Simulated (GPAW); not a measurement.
# InSb3 (Fm-3m) in GPAW: notebook

One crystal, InSb3, is run at these levels: PBEsol; tasks: relaxation of cell and atoms.

All numbers are computed with GPAW 26.7.0; they aren't measurements. Logs are shortened: lines on timing, memory, paths and dates and some standing lists are left out, and cuts for length are marked. The log counts tension as positive stress, the text compression.

## 1. The structure

Symmetry: Fm-3m, No. 225, cubic system. The conventional cell has a = 7.589 Å, b = 7.589 Å, c = 7.589 Å, α = 90.00°, β = 90.00°, γ = 90.00°. Sb (site symmetry m-3m) is surrounded by 8 Sb at 3.29 Å. Around Sb (site symmetry -43m) lie 4 In at 3.29 Å and 4 Sb at 3.29 Å. Around In (site symmetry m-3m) lie 8 Sb at 3.29 Å.

The cell comes from a database or a generator and needn't be the stable form of this composition.

## 2. Relaxation of cell and atoms, PBEsol, target pressure 5 GPa, at which the enthalpy is minimised

File run.py:

```python
from ase import Atoms
from ase.filters import FrechetCellFilter
from ase.io import write
from ase.optimize import BFGS
from ase.units import GPa
from gpaw import GPAW, PW, setup_paths

setup_paths.insert(0, '.')

atoms = Atoms(['Sb', 'Sb', 'Sb', 'In'],
              cell=[[0.0, 3.794555, 3.794555],
                    [3.794555, 0.0, 3.794555],
                    [3.794555, 3.794555, 0.0]],
              scaled_positions=[[0.5, 0.5, 0.5],
                                [0.75, 0.75, 0.75],
                                [0.25, 0.25, 0.25],
                                [0.0, 0.0, 0.0]],
              pbc=True)

calc = GPAW(mode=PW(600),
            xc='PBEsol',
            kpts={'size': (5, 5, 5), 'gamma': True},
            occupations={'name': 'fermi-dirac', 'width': 0.05},
            nbands=45,
            convergence={'density': 1e-05, 'forces': 0.0001},
            maxiter=150,
            txt='gpaw.txt')
atoms.calc = calc
opt = BFGS(FrechetCellFilter(atoms, scalar_pressure=5 * GPa), trajectory='relax.traj', logfile='-')
done = opt.run(fmax=0.02, steps=60)
calc.write('gs.gpw')
write('result.traj', atoms)
print('Converged:', done)
print('Cell:', atoms.cell.cellpar().round(4))
print('Volume:', round(atoms.get_volume(), 4))
print(atoms.get_scaled_positions().round(5))
```

Potentials or basis: PAW data sets generated in the run's folder for this functional, pw.

Command:

```sh
$ gpaw-setup -f PBEsol In Sb
$ OMP_NUM_THREADS=1 python run.py
```

gpaw.txt:

```text
__  _  _
 | _ |_)|_||  |
 |__||  | ||/\| - 26.7.0

Input parameters:
  mode=PW(ecut=600.0),
  convergence={'density': 1e-05, 'forces': 0.0001},
  kpts=MonkhorstPack(size=(5, 5, 5), gamma=True),
  maxiter=150,
  nbands=45,
  occupations=Occupations(name='fermi-dirac', width=0.05),
  xc=XC(name='PBEsol')

Diagonalizing LCAO Hamiltonian
Converting LCAO to pw mode

                         Sb

                   Sb

             Sb

       In

Atoms  # Å, Bohr magnetons
|   | symbol |        x |        y |        z |    initial magnetic moments |
|---|--------|----------|----------|----------|-----------------------------|
| 0 |     Sb | 3.794555 | 3.794555 | 3.794555 | ( 0.0000,  0.0000,  0.0000) |
| 1 |     Sb | 5.691833 | 5.691833 | 5.691833 | ( 0.0000,  0.0000,  0.0000) |
| 2 |     Sb | 1.897277 | 1.897277 | 1.897277 | ( 0.0000,  0.0000,  0.0000) |
| 3 |     In | 0.000000 | 0.000000 | 0.000000 | ( 0.0000,  0.0000,  0.0000) |

Unit cell  # Å
| periodic |        x |        y |        z |  lengths |    angles |
|----------|----------|----------|----------|----------|-----------|
|      yes | 0.000000 | 3.794555 | 3.794555 | 5.366311 | 60.000000 |
|      yes | 3.794555 | 0.000000 | 3.794555 | 5.366311 | 60.000000 |
|      yes | 3.794555 | 3.794555 | 0.000000 | 5.366311 | 60.000000 |

Number of symmetries: 48
Symmetry operations  # r_c * U_cc + t_c -> r_c
|    | kind |            matrix            |
|----|------|------------------------------|
|  0 |  σ   |  1, 0, 0,  1, 0,-1,  1,-1, 0 |
|  1 |  C2  |  1, 0, 0,  1,-1, 0,  1, 0,-1 |
|  2 |  E   |  1, 0, 0,  0, 1, 0,  0, 0, 1 |
|  3 |  σ   |  1, 0, 0,  0, 0, 1,  0, 1, 0 |
|  4 |  C4  |  1, 0,-1,  1, 0, 0,  1,-1, 0 |
|  5 |  S6  |  1, 0,-1,  1,-1, 0,  1, 0, 0 |
|  6 |  σ   |  1, 0,-1,  0, 1,-1,  0, 0,-1 |
|  7 |  C3  |  1, 0,-1,  0, 0,-1,  0, 1,-1 |
|  8 |  S6  |  1,-1, 0,  1, 0, 0,  1, 0,-1 |
|  9 |  C4  |  1,-1, 0,  1, 0,-1,  1, 0, 0 |
| 10 |  C3  |  1,-1, 0,  0,-1, 1,  0,-1, 0 |
| 11 |  σ   |  1,-1, 0,  0,-1, 0,  0,-1, 1 |
| 12 |  σ   |  0, 1, 0,  1, 0, 0,  0, 0, 1 |
| 13 |  C4  |  0, 1, 0,  0, 1,-1, -1, 1, 0 |
| 14 |  C3  |  0, 1, 0,  0, 0, 1,  1, 0, 0 |
| 15 |  S6  |  0, 1, 0, -1, 1, 0,  0, 1,-1 |
| 16 |  C2  |  0, 1,-1,  1, 0,-1,  0, 0,-1 |
| 17 |  σ   |  0, 1,-1,  0, 1, 0, -1, 1, 0 |
| 18 |  S4  |  0, 1,-1,  0, 0,-1,  1, 0,-1 |
| 19 |  C4  |  0, 1,-1, -1, 1, 0,  0, 1, 0 |
| 20 |  C3  |  0, 0, 1,  1, 0, 0,  0, 1, 0 |
| 21 |  σ   |  0, 0, 1,  0, 1, 0,  1, 0, 0 |
| 22 |  S6  |  0, 0, 1,  0,-1, 1, -1, 0, 1 |
| 23 |  C4  |  0, 0, 1, -1, 0, 1,  0,-1, 1 |
| 24 |  S4  |  0, 0,-1,  1, 0,-1,  0, 1,-1 |
| 25 |  C3  |  0, 0,-1,  0, 1,-1,  1, 0,-1 |
| 26 |  C2  |  0, 0,-1,  0,-1, 0, -1, 0, 0 |
| 27 |  S6  |  0, 0,-1, -1, 0, 0,  0,-1, 0 |
| 28 |  S4  |  0,-1, 1,  1,-1, 0,  0,-1, 0 |
| 29 |  C4  |  0,-1, 1,  0, 0, 1, -1, 0, 1 |
| 30 |  C2  |  0,-1, 1,  0,-1, 0,  1,-1, 0 |
| 31 |  σ   |  0,-1, 1, -1, 0, 1,  0, 0, 1 |
| 32 |  C3  |  0,-1, 0,  1,-1, 0,  0,-1, 1 |
| 33 |  S6  |  0,-1, 0,  0, 0,-1, -1, 0, 0 |
[... 214 lines left out ...]
Forces  # eV/Ang
|        x |        y |        z |
|----------|----------|----------|
|  0.00000 | -0.00000 | -0.00000 |  # Sb   0
| -0.00000 | -0.00000 | -0.00000 |  # Sb   1
| -0.00000 | -0.00000 |  0.00000 |  # Sb   2
|  0.00000 | -0.00000 | -0.00000 |  # In   3

Interpolating wave functions to new cell

                         Sb

                   Sb

             Sb

       In

Atoms  # Å, Bohr magnetons
|   | symbol |        x |         y |         z |    initial magnetic moments |
|---|--------|----------|-----------|-----------|-----------------------------|
| 0 |     Sb | 3.775362 |  3.775362 |  3.775362 | ( 0.0000,  0.0000,  0.0000) |
| 1 |     Sb | 5.663043 |  5.663043 |  5.663043 | ( 0.0000,  0.0000,  0.0000) |
| 2 |     Sb | 1.887681 |  1.887681 |  1.887681 | ( 0.0000,  0.0000,  0.0000) |
| 3 |     In | 0.000000 | -0.000000 | -0.000000 | ( 0.0000,  0.0000,  0.0000) |

Unit cell  # Å
| periodic |         x |         y |        z |  lengths |    angles |
|----------|-----------|-----------|----------|----------|-----------|
|      yes | -0.000000 |  3.775362 | 3.775362 | 5.339168 | 60.000000 |
|      yes |  3.775362 | -0.000000 | 3.775362 | 5.339168 | 60.000000 |
|      yes |  3.775362 |  3.775362 | 0.000000 | 5.339168 | 60.000000 |

Number of symmetries: 48
Symmetry operations  # r_c * U_cc + t_c -> r_c
|    | kind |            matrix            |
|----|------|------------------------------|
|  0 |  σ   |  1, 0, 0,  1, 0,-1,  1,-1, 0 |
|  1 |  C2  |  1, 0, 0,  1,-1, 0,  1, 0,-1 |
|  2 |  E   |  1, 0, 0,  0, 1, 0,  0, 0, 1 |
|  3 |  σ   |  1, 0, 0,  0, 0, 1,  0, 1, 0 |
|  4 |  C4  |  1, 0,-1,  1, 0, 0,  1,-1, 0 |
|  5 |  S6  |  1, 0,-1,  1,-1, 0,  1, 0, 0 |
|  6 |  σ   |  1, 0,-1,  0, 1,-1,  0, 0,-1 |
|  7 |  C3  |  1, 0,-1,  0, 0,-1,  0, 1,-1 |
|  8 |  S6  |  1,-1, 0,  1, 0, 0,  1, 0,-1 |
|  9 |  C4  |  1,-1, 0,  1, 0,-1,  1, 0, 0 |
| 10 |  C3  |  1,-1, 0,  0,-1, 1,  0,-1, 0 |
| 11 |  σ   |  1,-1, 0,  0,-1, 0,  0,-1, 1 |
| 12 |  σ   |  0, 1, 0,  1, 0, 0,  0, 0, 1 |
| 13 |  C4  |  0, 1, 0,  0, 1,-1, -1, 1, 0 |
| 14 |  C3  |  0, 1, 0,  0, 0, 1,  1, 0, 0 |
| 15 |  S6  |  0, 1, 0, -1, 1, 0,  0, 1,-1 |
| 16 |  C2  |  0, 1,-1,  1, 0,-1,  0, 0,-1 |
| 17 |  σ   |  0, 1,-1,  0, 1, 0, -1, 1, 0 |
| 18 |  S4  |  0, 1,-1,  0, 0,-1,  1, 0,-1 |
| 19 |  C4  |  0, 1,-1, -1, 1, 0,  0, 1, 0 |
| 20 |  C3  |  0, 0, 1,  1, 0, 0,  0, 1, 0 |
| 21 |  σ   |  0, 0, 1,  0, 1, 0,  1, 0, 0 |
| 22 |  S6  |  0, 0, 1,  0,-1, 1, -1, 0, 1 |
| 23 |  C4  |  0, 0, 1, -1, 0, 1,  0,-1, 1 |
| 24 |  S4  |  0, 0,-1,  1, 0,-1,  0, 1,-1 |
| 25 |  C3  |  0, 0,-1,  0, 1,-1,  1, 0,-1 |
| 26 |  C2  |  0, 0,-1,  0,-1, 0, -1, 0, 0 |
| 27 |  S6  |  0, 0,-1, -1, 0, 0,  0,-1, 0 |
| 28 |  S4  |  0,-1, 1,  1,-1, 0,  0,-1, 0 |
| 29 |  C4  |  0,-1, 1,  0, 0, 1, -1, 0, 1 |
| 30 |  C2  |  0,-1, 1,  0,-1, 0,  1,-1, 0 |
| 31 |  σ   |  0,-1, 1, -1, 0, 1,  0, 0, 1 |
| 32 |  C3  |  0,-1, 0,  1,-1, 0,  0,-1, 1 |
| 33 |  S6  |  0,-1, 0,  0, 0,-1, -1, 0, 0 |
[... 1038 lines left out ...]
|         30 |         8.094 |     2.000 |
[... 8 lines left out ...]
|         39 |        21.293 |     0.000 |
|         40 |        21.293 |     0.000 |
|        ... |               |           |
|         44 |        23.181 |     0.000 |

No gap
No difference between direct/indirect transitions

Stress tensor  # eV/Ang^3
|         x |         y |         z |
|-----------|-----------|-----------|
| -0.031075 |  0.000000 | -0.000000 |
|  0.000000 | -0.031075 | -0.000000 |
| -0.000000 | -0.000000 | -0.031075 |

Forces  # eV/Ang
|        x |        y |        z |
|----------|----------|----------|
| -0.00000 | -0.00000 | -0.00000 |  # Sb   0
| -0.00000 | -0.00000 | -0.00000 |  # Sb   1
|  0.00000 |  0.00000 |  0.00000 |  # Sb   2
| -0.00000 | -0.00000 |  0.00000 |  # In   3

# Writing to gs.gpw (mode='')
```

Run time: 2.3 min. Hardware: 1 thread of Arm Neoverse V2, shared host; peak memory 0.25 GiB.

What came out:

* Free energy: -17.1789 eV
* Relaxed volume: 24.03 Å³/atom
* Relaxed cell: a = 5.142 Å, b = 5.142 Å, c = 5.142 Å, α = 60.00°, β = 60.00°, γ = 60.00°
* Space group after relaxing (to 0.05 Å): Fm-3m (No. 225)
* Energy change on relaxing (the enthalpy is what falls): +3.9 meV/atom
* Ionic steps: 5
* Pressure after relaxing: 5.0 GPa
* Band gap on the k mesh: none (metal or under the smearing width)

The path:
```csv
step,energy change (eV),largest force (eV/Å),pressure (GPa),volume (Å³)
1,0.0000,0.0000,-3.33,109.27
2,-0.0321,0.0000,-2.66,107.62
3,0.1503,0.0000,8.28,92.87
4,0.0005,0.0000,4.52,96.64
5,0.0157,0.0000,4.98,96.13
```

Final structure:
```cif
data_structure
_symmetry_space_group_name_H-M 'P 1'
_symmetry_Int_Tables_number 1
_cell_length_a 5.1419
_cell_length_b 5.1419
_cell_length_c 5.1419
_cell_angle_alpha 60.000
_cell_angle_beta 60.000
_cell_angle_gamma 60.000
_cell_volume 96.13
loop_
_atom_site_label
_atom_site_type_symbol
_atom_site_fract_x
_atom_site_fract_y
_atom_site_fract_z
_atom_site_occupancy
Sb1 Sb 0.50000 0.50000 0.50000 1
Sb2 Sb 0.75000 0.75000 0.75000 1
Sb3 Sb 0.25000 0.25000 0.25000 1
In1 In 0.00000 0.00000 0.00000 1
```

Caveat: later steps reuse the first step's grids. The run has no spin-orbit coupling, so splittings on Sb are missing.

(Continued in part 2 of 2.)
